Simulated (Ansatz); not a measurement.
From input file to script: MgZn3, space group P-6m2 in Ansatz 0.2.0.

```yaml
crystal:
  lattice:
    - [2.97721, 0.0, 0.0]
    - [-1.488605, 2.578339, 0.0]
    - [0.0, 0.0, 8.778603]
  atoms:
    - { symbol: Mg, position: [0.6666666666666666, 0.3333333333333333, 0.5] }
    - { symbol: Zn, position: [0.6666666666666666, 0.3333333333333333, 0.0] }
    - { symbol: Zn, position: [0.0, 0.0, 0.759833] }
    - { symbol: Zn, position: [0.0, 0.0, 0.240167] }
basis:
  ecutwfc: 510.0
kpoints:
  mp_grid:
    grid: [10, 10, 3]
    shift: [0.0, 0.0, 0.0]
  band_path:
    path:
      - [0.0, 0.0, 0.0]
      - [0.5, 0.0, 0.0]
      - [0.33333, 0.33333, 0.0]
      - [0.0, 0.0, 0.0]
      - [0.0, 0.0, 0.5]
    npoints: 8
hamiltonian:
  xc: pbesol
scf:
  n_extra_bands: 8
  occupations:
    method: fermi_dirac
    width: 0.1
```

`bands_mgzn3.py`:
```python
# -*- coding: utf-8 -*-
"""Band structure of MgZn3."""

from dataclasses import dataclass
import logging
import sys

import ansatz as az
from ase.data import atomic_numbers
import numpy as np
from pymatgen.core import Structure
import spglib

logging.basicConfig(stream=sys.stdout, format="%(name)s: %(message)s")
logger = logging.getLogger("ansatz_job")
logger.setLevel(logging.INFO)


@dataclass(frozen=True)
class Options:
    functional: str = "pbesol"
    cutoff: int = 510
    kmesh: tuple[int, ...] = (10, 10, 3)
    sigma: float = 0.1
    n_empty: int = 8


settings = Options()

mgzn3 = (
    az.Lattice.of([2.97721, 0.0, 0.0], [-1.488605, 2.578339, 0.0], [0.0, 0.0, 8.778603])
    .atom("Mg", [2 / 3, 1 / 3, 0.5])
    .atom("Zn", [2 / 3, 1 / 3, 0.0])
    .atom("Zn", [0.0, 0.0, 0.759833])
    .atom("Zn", [0.0, 0.0, 0.240167])
)

# high-symmetry points in fractions of the reciprocal vectors
path = [
    ("G", (0.0, 0.0, 0.0)),
    ("M", (0.5, 0.0, 0.0)),
    ("K", (0.33333, 0.33333, 0.0)),
    ("G", (0.0, 0.0, 0.0)),
    ("A", (0.0, 0.0, 0.5)),
]
base = (
    mgzn3.calculation()
    .functional(settings.functional)
    .basis(settings.cutoff)
    .kpoints(*settings.kmesh, center="gamma")
    .occupations(az.OccupationsMethod.FERMI_DIRAC, width=settings.sigma)
    .band_structure([point for _, point in path], intervals=8)
    .scf(extra_bands=settings.n_empty)
)
try:
    result = base.run()
except az.NonConvergedError as error:
    sys.exit(f"no convergence: {error}")
except az.RefusalError as error:
    sys.exit(f"input refused: {error}")
r = result.report

energy = r["free_energy_ev"]
logger.info("MgZn3: {:.6f} eV = {:.6f} Ry = {:.6f} Ha".format(energy, energy / 13.605693, energy / 27.211386))
logger.info("Fermi level {:.4f} eV, {} k-points, {} symmetry operations".format(r["fermi_energy_ev"], r["n_kpoints"], r["n_symmetry_ops"]))

spg_cell = (result.lattice.cell_ang, [s.position_frac for s in result.lattice.sites], [atomic_numbers[s.symbol] for s in result.lattice.sites])
# space group as spglib finds it
found = spglib.get_symmetry_dataset(spg_cell, symprec=1e-3)
print(found.international, found.number, "point group", found.pointgroup)
for site, letter, group in zip(result.lattice.sites, found.wyckoffs, found.site_symmetry_symbols):
    logger.info(f"  {site.symbol:2s} Wyckoff {letter}  site symmetry {group}")

final = Structure(result.lattice.cell_ang, [s.symbol for s in result.lattice.sites], [s.position_frac for s in result.lattice.sites])
# count neighbours out to a fixed multiple of the shortest distance
for index, (site, neighbours) in enumerate(zip(final, final.get_all_neighbors(5.5))):
    first = min(n.nn_distance for n in neighbours)
    shell = [n for n in neighbours if n.nn_distance < 1.15 * first]
    mean = sum(n.nn_distance for n in shell) / len(shell)
    logger.info(f"atom {index} {site.specie.symbol}: {len(shell)} neighbours within 1.15 of the shortest distance, mean {mean:.3f} A")

bands = result.band_structure()
fermi = bands.fermi_energy_ev
logger.info(f"zero of the bands: {fermi:.3f} eV, the Fermi level found on the SCF mesh")
for spin, channel in enumerate(bands.channels):
    print("channel", spin, "- computed levels within 6 eV of the Fermi level")
    for i, (label, _) in enumerate(path):
        levels = channel.eigenvalues_ev[i * 8] - fermi
        print(f"  {label:3s}", " ".join(f"{e:7.3f}" for e in levels if abs(e) < 6))
```

`python bands_mgzn3.py` gives:
```text
ansatz_job: MgZn3: -11754.565926 eV = -863.944668 Ry = -431.972334 Ha
ansatz_job: Fermi level 9.1804 eV, 28 k-points, 12 symmetry operations
P-6m2 187 point group -6m2
ansatz_job:   Mg Wyckoff f  site symmetry -6m2
ansatz_job:   Zn Wyckoff e  site symmetry -6m2
ansatz_job:   Zn Wyckoff g  site symmetry 3m.
ansatz_job:   Zn Wyckoff g  site symmetry 3m.
ansatz_job: atom 0 Mg: 12 neighbours within 1.15 of the shortest distance, mean 2.917 A
ansatz_job: atom 1 Zn: 12 neighbours within 1.15 of the shortest distance, mean 2.849 A
ansatz_job: atom 2 Zn: 12 neighbours within 1.15 of the shortest distance, mean 2.883 A
ansatz_job: atom 3 Zn: 12 neighbours within 1.15 of the shortest distance, mean 2.883 A
ansatz_job: zero of the bands: 9.180 eV, the Fermi level found on the SCF mesh
channel 0 - computed levels within 6 eV of the Fermi level
  G    -1.734  -0.122
  M    -3.265  -3.189  -1.873  -1.687  -1.083   0.064   3.588   4.469   5.388   5.669
  K    -1.733  -1.338  -0.905  -0.105   0.175   0.225   1.116   1.349   2.161   5.198
  G    -1.734  -0.122
  A    -4.584  -4.408   3.089   4.076
```

Absolute energies stand on the zero of these potentials, so only differences at equal settings mean something. A total without «per atom» is that of the cell as typed. The computed bands are complete only to about 5.5 eV above the Fermi level. The mesh is modest for a metal, so energies can be off by several to tens of meV an atom and pressures by half a GPa or more; differences at equal mesh fare better. The zero of the levels is a convention of the potentials, so an absolute Fermi energy is no work function. The structure comes from a database of computed cells and needn't be a stable or known phase. Levels are Kohn-Sham eigenvalues on this mesh. Run time: 13 s on 1 thread of Arm Neoverse V2, with other jobs on the host, peak memory 0.41 GiB.

(A comment or docstring line of the script was reworded after the run, the code is as it ran; lines on the test bed's own set-up are left out of the output.)
